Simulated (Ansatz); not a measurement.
# NiMoIrPdW (P3m1) in Ansatz: further runs

One crystal, NiMoIrPdW, is run at these levels: revPBE, BLYP, PBE, PBE+U; tasks: band structure, single point.

All numbers are computed with Ansatz 0.2.0; they aren't measurements. Logs are shortened: lines on timing, memory, paths and dates and some standing lists are left out, and cuts for length are marked.

### Step 1. The crystal as given

Symmetry: P3m1, No. 156, trigonal system. The conventional cell has a = 4.147 Å, b = 4.147 Å, c = 5.416 Å, α = 90.00°, β = 90.00°, γ = 120.00°. Around Ni (site symmetry 3m) lie 3 W at 2.40 Å and 3 Ir at 2.71 Å. Around Mo (site symmetry 3m) lie 1 W at 2.49 Å and 3 Ir at 2.64 Å and 3 Pd at 2.85 Å. Pd (site symmetry 3m) has 2 Ir at 2.65 to 2.76 Å and 3 W at 2.76 Å and 3 Ni at 2.82 Å and 3 Mo at 2.85 Å as nearest neighbours. Ir (site symmetry 3m) has 3 Mo at 2.64 Å and 2 Pd at 2.65 to 2.76 Å and 3 Ni at 2.71 Å and 3 W at 2.77 Å as nearest neighbours. W (site symmetry 3m) has 3 Ni at 2.40 Å and 1 Mo at 2.49 Å as nearest neighbours.

The cell was built by a generator and needn't be a form met in nature.

### Step 2. Band structure, revPBE, collinear spin, ferromagnetic start

File input.yaml:

```yaml
crystal:
  lattice:
    - [4.1467, 0.0, 0.0]
    - [-2.07335, 3.59115, 0.0]
    - [0.0, 0.0, 5.41629]
  atoms:
    - { symbol: Ni, position: [0.0, 0.0, 0.02221], spin: 1.0 }
    - { symbol: Mo, position: [0.66667, 0.33333, 0.45996], spin: 1.0 }
    - { symbol: Pd, position: [0.33333, 0.66667, 0.74601] }
    - { symbol: Ir, position: [0.33333, 0.66667, 0.25641], spin: 0.6 }
    - { symbol: W, position: [0.66667, 0.33333, 0.99985] }
kpoints:
  mp_grid: { grid: [5, 5, 4] }
  band_path:
    path:
      - [0.0, 0.0, 0.0]
      - [0.5, 0.0, 0.0]
      - [0.3333333333, 0.3333333333, 0.0]
      - [0.0, 0.0, 0.0]
      - [0.0, 0.0, 0.5]
      - [0.5, 0.0, 0.5]
      - [0.3333333333, 0.3333333333, 0.5]
      - [0.0, 0.0, 0.5]
    npoints: 12
scf:
  occupations: { method: fermi_dirac, width: 0.05 }
hamiltonian:
  xc: revpbe
  pseudopotentials: { kind: all_electron, lapw: { basis_error: 0.002 } }
magnetization:
  spin_polarized: true
output:
  forces: true
  stress: true
  eigenvalues: true
```

Potentials or basis: all-electron LAPW, scalar-relativistic.

Command:

```
$ ansatz run input.yaml --threads 8 --pin off --max-ram 24576MiB --backend cpu --events-out ev --progress --plain --runs-dir out
```

Log:

```text
Warning: the atoms were moved onto the symmetric positions of the space group found under crystal.symmetry.tolerance 1.0e-5 (fractional; no operation is sought that the atoms, as they stand in a round, miss by more than twice it, and no atom is moved by as much as it), and the run uses the moved positions. Before a round's move an operation carried an atom to 4.15e-5 Å from where it should land, the largest such distance. Atom 1 (counting from 0) moved farthest, by 2.39e-5 Å; the longest move in fractions of the cell, of whichever atom, is 0.47 of the tolerance, in 1 round. To run the atoms as typed, lower crystal.symmetry.tolerance until the operations that they miss are no longer found, or set crystal.symmetry.detect: false (a key that needs symmetry detection or time reversal refuses this as the deck is read). The positions used, in the order of the run's atom list: position: [0.0, 0.0, 0.02221]; position: [0.6666666666666666, 0.3333333333333333, 0.45996]; position: [0.3333333333333333, 0.6666666666666666, 0.74601]; position: [0.3333333333333333, 0.6666666666666666, 0.25641]; position: [0.6666666666666666, 0.3333333333333333, 0.99985]; The lattice was moved too: crystal.lattice keeps the space group found at crystal.symmetry.tolerance 1.0e-5 only nearly: the operation that it misses by the most changes a squared length by the fraction 1.19e-6. The run uses the lattice that is a stretch of the typed one, with no rotation, onto the one that keeps every operation to a double's rounding (on a very oblique basis the stretch itself rounds by more); the deck's lattice vector that moved farthest moved by 1.42e-6 Å. To run the lattice as typed, set crystal.symmetry.tolerance under 1.18e-6, the least fraction by which an operation that the lattice misses changes a squared length (the same key also sets how far an atom may lie from its image, so lowering it can lose operations that the atoms keep only within it), or set crystal.symmetry.detect: false, as for the atoms. crystal.lattice made exact, in Å and degrees: [[4.146701419200567, 0.0, 0.0], [-2.0733507096002834, 3.5911487709366763, 0.0], [0.0, 0.0, 5.41629]]. Pasted over the deck's crystal.lattice, beside positions in fractional coordinates, it runs the same cell (given as lengths and angles, that cell in the form's own orientation, a rigid turn of the misfit's size from the one run here, for which a checkpoint.post_process_only pass over this run's state can be refused: where this run relaxes nothing, give such a pass this deck's own crystal.lattice, as typed; behind a relaxation, as crystal.lattice, the state's own cell, identity.cell in its checkpoint.json), and a matrix so pasted ends this notice, except on a very skew basis of the lattice, where the rounding of the pasted numbers themselves can read as a misfit: the cell is then moved again, and that move is told again. The lattice as run is in this notice's lattice.as_run_ang field (Run.prep()["deck_notices"] in Python, the deck_notice line of an events file, deck_notices of ansatz run --dry-run=json, or deck_notices in record.json in the deck's checkpoint.write directory).
Warning: RAYON_NUM_THREADS=8 ignored (pool sized by the plan → 8); use --threads N
LAPW: plane waves up to 9.484 Å⁻¹, error target 2.0e-3 eV per atom; small_component_spin mean_spin; Ni in spheres of 1.154 Å, 18 of its electrons in bands, Dirac shells []; Mo in spheres of 1.243 Å, 30 of its electrons in bands, Dirac shells []; Pd in spheres of 1.243 Å, 28 of its electrons in bands, Dirac shells []; W in spheres of 1.243 Å, 44 of its electrons in bands, Dirac shells []; Ir in spheres of 1.243 Å, 47 of its electrons in bands, Dirac shells [] (how accurate: hamiltonian.pseudopotentials.lapw.basis_error, Limitations)
Engine: ansatz 0.2.0, x86_64-unknown-linux-gnu
Pseudopotentials: kind: all_electron
Pseudopotential: Ni, LAPW, valence charge 18, lapw/all_electron/scalar/gaussian/Ni, Koelling and Harmon's equation, gaussian nucleus
Pseudopotential: Mo, LAPW, valence charge 30, lapw/all_electron/scalar/gaussian/Mo, Koelling and Harmon's equation, gaussian nucleus
Pseudopotential: Pd, LAPW, valence charge 28, lapw/all_electron/scalar/gaussian/Pd, Koelling and Harmon's equation, gaussian nucleus
Pseudopotential: Ir, LAPW, valence charge 47, lapw/all_electron/scalar/gaussian/Ir, Koelling and Harmon's equation, gaussian nucleus
Pseudopotential: W, LAPW, valence charge 44, lapw/all_electron/scalar/gaussian/W, Koelling and Harmon's equation, gaussian nucleus
Functional definition: revPBE
  parameter kappa = 1.245
  parameter beta = 0.06672455060314922
  exchange = pbe_x(kappa = kappa, mu = beta*pi^2/3)
  correlation = pbe_c(beta = beta)
Crystal: 5 atoms, lattice volume = 80.656 Å³
Basis set: ecut = 342.6741898290447 eV, 1181 PW (Γ), exchange–correlation at level 2
Bands: 102, of which v1, the nominal top of the filled ones, is band 84 counted from 1 (83 counted from 0)
Symmetry: 6 space group operations
Space group: P3m1 (ITA 156), of the structure as read, at distance tolerance 4.3e-5 Å
Magnetic group: BNS 156.49 (UNI 1279), of the structure as read, at distance tolerance 4.3e-5 Å
k-points: 17 of 100 (time reversal used)
Non-local potential: Ni, projectors of the file, none
Non-local potential: Mo, projectors of the file, none
[... 35 lines left out ...]
NSCF: frozen V_eff on 85 k-points
SCF converged after 20 iterations
Magnetization: 0.0000 μB (83.5000 up, 83.5000 down)
Absolute magnetization: 0.0000 μB (∫|ρ↑−ρ↓|)
Spin contamination: 0.0000 ħ² per cell (⟨S²⟩ above its minimum at these occupations)
Per-site moments (μB) at R_I (Å): [(3.165670214855254e-7, 1.154377261494163), (8.272947731313707e-7, 1.2427831257709243), (-2.3659773162876263e-7, 1.2427831257709243), (-9.928155719762799e-8, 1.2427831257709243), (-4.4103213525659157e-7, 1.2427831257709243)]
Free energy (F): -1213127.429733 eV
Harris-Foulkes:  -1213127.429733 eV  (|F-HF|=3.26e-9)
Internal energy: -1213127.414000 eV  (E = F + TS)
E sigma→0 (E₀):  -1213127.421866 eV
Entropy (-TS):   -0.015733 eV (-3.147 meV/atom)
Fermi energy:    21.877142 eV
--- Per-component energies (eV) ---
  E_band       = -18239.241121
  E_kinetic    = 1340282.593732
  E_xc         = -27364.472447
  E_electrostatic = -2526045.535285  (all electrons and nuclei)
  E_smearing   = -0.015733  (= −TS)
  E_closure    = 0.000000  (closes the sum)
  E_atoms      = -1213088.162780  (free atoms, spherical and without spin; not in F)
  Σ components = -1213127.429733   (vs F -1213127.429733, Δ=0.00e0)
  Basis errors (estimates in eV, not in F): energy 5.0e-4 per atom: plane waves 4.1e-4 (2.3e-4 summed), levels above the bands 5.6e-111, relativity 1.1e-7, radial functions 8.7e-5, core shells 2.3e-6; eigenvalues (radial functions only) 3.4e-6; not estimated: angular momenta, meshes, grids; target (lapw.basis_error) 2.0e-3; muffin-tin radii Ni 1.154 Å, Mo 1.243 Å, Pd 1.243 Å, W 1.243 Å, Ir 1.243 Å
--- Forces (eV/Å), atoms counted from 1 ---
  atom   1  Ni     0.00000000    -0.00000000    -0.01484517
  atom   2  Mo     0.00000000     0.00000000    -0.09520761
  atom   3  Pd     0.00000000    -0.00000000    -0.07212335
  atom   4  Ir     0.00000000     0.00000000     0.11169697
  atom   5  W      0.00000000     0.00000000     0.07047895
  max |Σ_I F_I| component: 2.10e-7 eV/Å
--- Stress (GPa, compression-positive) ---
        2.544995       0.000000       0.000000
        0.000000       2.544995       0.000000
        0.000000       0.000000       2.930801
  P = ⅓ Tr σ = 2.6736 GPa (26.736 kbar)
--- Band table (eV; the first three rows and the last of 34) ---
  k-point 0 ↑: bands = ["-468.6592", "-468.6592", "-468.6195", "-396.3724", "-396.3527", "-396.3527", "-354.0964", "-354.0964", "-354.0258", "-303.4189", "-303.4189", "-303.3822", "-303.3762", "-303.3762", "-263.1436", "-263.1436", "-263.1128", "-263.1015", "-263.1015", "-211.4182", "-211.4182", "-211.3808", "-211.3808", "-211.3758", "-195.9412", "-195.9412", "-195.9038", "-195.9038", "-195.8576", "-81.5436", "-70.3712", "-63.1137", "-52.2709", "-41.9980", "-41.9980", "-41.6778", "-39.1594", "-34.7912", "-34.7882", "-34.7536", "-34.7536", "-34.7480", "-34.7460", "-34.7460", "-28.8466", "-28.8199", "-28.8199", "-27.2699", "-27.2699", "-27.2017", "-16.6500", "-16.5446", "-16.5446", "-13.2695", "-13.2695", "-13.0790", "-6.5583", "-6.5583", "-6.5379", "-6.5379", "-6.5257", "-6.5166", "-6.5160", "13.4690", "16.3641", "16.6763", "16.6763", "16.9059", "16.9059", "18.1755", "18.2759", "18.2759", "18.5452", "19.6096", "19.6096", "19.6671", "19.8304", "19.8304", "20.2866", "20.2866", "20.5193", "20.5193", "21.1733", "22.7243", "22.7243", "23.9357", "23.9357", "24.3301", "24.7198", "24.7198", "28.3739", "29.6952", "29.9681", "29.9681", "32.1138", "32.3317", "32.3317", "32.6737", "32.8298", "32.8298", "34.2664", "34.5508"]
  k-point 1 ↑: bands = ["-468.6592", "-468.6592", "-468.6195", "-396.3724", "-396.3527", "-396.3527", "-354.0964", "-354.0964", "-354.0258", "-303.4189", "-303.4189", "-303.3822", "-303.3762", "-303.3762", "-263.1436", "-263.1436", "-263.1128", "-263.1015", "-263.1015", "-211.4182", "-211.4182", "-211.3808", "-211.3808", "-211.3758", "-195.9412", "-195.9412", "-195.9038", "-195.9038", "-195.8576", "-81.5436", "-70.3711", "-63.1137", "-52.2708", "-41.9980", "-41.9980", "-41.6778", "-39.1597", "-34.7912", "-34.7882", "-34.7536", "-34.7536", "-34.7480", "-34.7459", "-34.7459", "-28.8392", "-28.8198", "-28.8198", "-27.2700", "-27.2700", "-27.2107", "-16.6218", "-16.5443", "-16.5443", "-13.2701", "-13.2701", "-13.1209", "-6.5583", "-6.5583", "-6.5380", "-6.5380", "-6.5263", "-6.5169", "-6.5160", "13.7938", "16.7934", "16.8519", "16.8519", "17.1209", "17.1209", "17.2637", "18.0926", "18.0926", "18.7459", "18.8332", "18.8332", "19.9031", "19.9031", "20.1244", "20.5104", "20.5104", "20.9504", "20.9727", "20.9727", "22.6910", "22.6910", "23.7111", "23.7111", "23.8477", "24.3875", "24.3875", "27.9237", "29.8486", "30.7041", "30.7041", "31.3551", "32.4871", "32.4871", "32.7347", "32.7652", "32.7652", "33.8836", "34.4615"]
  k-point 2 ↑: bands = ["-468.6592", "-468.6592", "-468.6195", "-396.3724", "-396.3527", "-396.3527", "-354.0964", "-354.0964", "-354.0258", "-303.4189", "-303.4189", "-303.3822", "-303.3762", "-303.3762", "-263.1436", "-263.1436", "-263.1128", "-263.1015", "-263.1015", "-211.4182", "-211.4182", "-211.3808", "-211.3808", "-211.3758", "-195.9412", "-195.9412", "-195.9038", "-195.9038", "-195.8576", "-81.5436", "-70.3711", "-63.1137", "-52.2708", "-41.9980", "-41.9980", "-41.6778", "-39.1600", "-34.7912", "-34.7882", "-34.7536", "-34.7536", "-34.7480", "-34.7459", "-34.7459", "-28.8317", "-28.8197", "-28.8197", "-27.2701", "-27.2701", "-27.2198", "-16.5929", "-16.5440", "-16.5440", "-13.2707", "-13.2707", "-13.1634", "-6.5583", "-6.5583", "-6.5381", "-6.5381", "-6.5270", "-6.5171", "-6.5160", "14.2428", "16.4488", "17.1932", "17.1932", "17.3402", "17.3402", "17.7450", "18.0168", "18.0168", "18.0705", "18.0705", "18.1438", "19.9128", "19.9128", "20.5090", "20.5701", "20.5701", "21.4108", "21.4108", "21.5328", "22.3594", "22.6532", "22.6532", "23.4170", "23.4170", "24.1294", "24.1294", "28.5793", "29.8672", "30.7984", "31.2513", "31.8134", "31.8134", "32.1834", "32.1834", "32.7986", "32.7986", "34.2686", "34.2686"]
  k-point 16 ↓: bands = ["-468.6592", "-468.6592", "-468.6195", "-396.3724", "-396.3527", "-396.3527", "-354.0964", "-354.0964", "-354.0258", "-303.4189", "-303.4189", "-303.3822", "-303.3762", "-303.3762", "-263.1436", "-263.1436", "-263.1128", "-263.1015", "-263.1015", "-211.4182", "-211.4182", "-211.3808", "-211.3808", "-211.3758", "-195.9412", "-195.9412", "-195.9038", "-195.9038", "-195.8576", "-81.5436", "-70.3711", "-63.1137", "-52.2718", "-41.9983", "-41.9956", "-41.6778", "-39.1602", "-34.7913", "-34.7882", "-34.7536", "-34.7536", "-34.7480", "-34.7460", "-34.7459", "-28.8324", "-28.8212", "-28.8204", "-27.2735", "-27.2686", "-27.2226", "-16.5890", "-16.5554", "-16.5452", "-13.2816", "-13.2736", "-13.1576", "-6.5583", "-6.5582", "-6.5384", "-6.5382", "-6.5269", "-6.5170", "-6.5166", "16.5070", "16.6382", "17.0379", "17.5401", "17.8536", "18.0521", "18.1413", "18.2653", "18.3713", "18.5208", "18.6102", "18.7316", "19.4476", "19.5782", "19.7880", "19.9019", "19.9443", "20.2671", "20.8989", "21.6415", "21.6872", "22.4280", "22.7749", "22.9235", "23.5943", "23.9601", "24.0564", "24.5732", "25.4401", "26.2841", "27.8888", "32.7214", "33.1659", "33.8477", "34.4061", "35.4690", "35.6356", "36.0090", "36.6674"]
```

Wall time 83 s (8 threads of AMD EPYC 7R43 (Zen 3), shared host); peak memory 1.6 GiB.

Results:

```
Free energy             : -1213127.4297 eV
Pressure                : 2.7 GPa
Largest force           : 0.112 eV/Å
Band gap along the path : none (metal or under the smearing width)
Net moment              : 0.00 μB per cell
Absolute moment         : 0.00 μB per cell
```

Forces on the atoms (eV/Å):
```
Ni   0.000  0.000 -0.015
Mo   0.000  0.000 -0.095
Pd   0.000  0.000 -0.072
Ir   0.000  0.000  0.112
W    0.000  0.000  0.070
```

Levels at the corners of the path, in eV from the Fermi level:
Spin up:
```csv
point,band 79,band 80,band 81,band 82,band 83,band 84,band 85,band 86,band 87,band 88
Γ,-1.59,-1.59,-1.36,-1.36,-0.70,0.85,0.85,2.06,2.06,2.45
M,-1.60,-1.51,-1.22,-0.15,0.01,0.34,0.87,1.60,1.69,2.13
K,-1.42,-1.30,-1.22,-1.11,-0.99,-0.34,0.55,0.94,1.79,1.96
Γ,-1.59,-1.59,-1.36,-1.36,-0.70,0.85,0.85,2.06,2.06,2.45
A,-1.31,-1.31,-0.47,-0.47,-0.34,0.48,0.78,0.78,1.54,1.54
L,-1.96,-1.78,-1.35,-0.91,-0.71,0.01,0.68,0.80,1.24,1.47
H,-2.00,-1.91,-1.68,-1.05,-0.29,-0.15,0.56,0.93,1.31,1.63
A,-1.31,-1.31,-0.47,-0.47,-0.34,0.48,0.78,0.78,1.54,1.54
```
Spin down:
| point | band 81 | band 82 | band 83 | band 84 | band 85 | band 86 |
| --- | --- | --- | --- | --- | --- | --- |
| Γ | -1.36 | -1.36 | -0.70 | 0.85 | 0.85 | 2.06 |
| M | -1.22 | -0.15 | 0.01 | 0.34 | 0.87 | 1.60 |
| K | -1.22 | -1.11 | -0.99 | -0.34 | 0.55 | 0.94 |
| Γ | -1.36 | -1.36 | -0.70 | 0.85 | 0.85 | 2.06 |
| A | -0.47 | -0.47 | -0.34 | 0.48 | 0.78 | 0.78 |
| L | -1.35 | -0.91 | -0.71 | 0.01 | 0.68 | 0.80 |
| H | -1.68 | -1.05 | -0.29 | -0.15 | 0.56 | 0.93 |
| A | -0.47 | -0.47 | -0.34 | 0.48 | 0.78 | 0.78 |

Caveat: the k mesh is thin for a metal, which can move the energy by tens of meV per atom; spin-orbit coupling is left out, which moves the levels of the heavy elements; the starting moments weren't kept.

(Continued in part 2 of 3.)
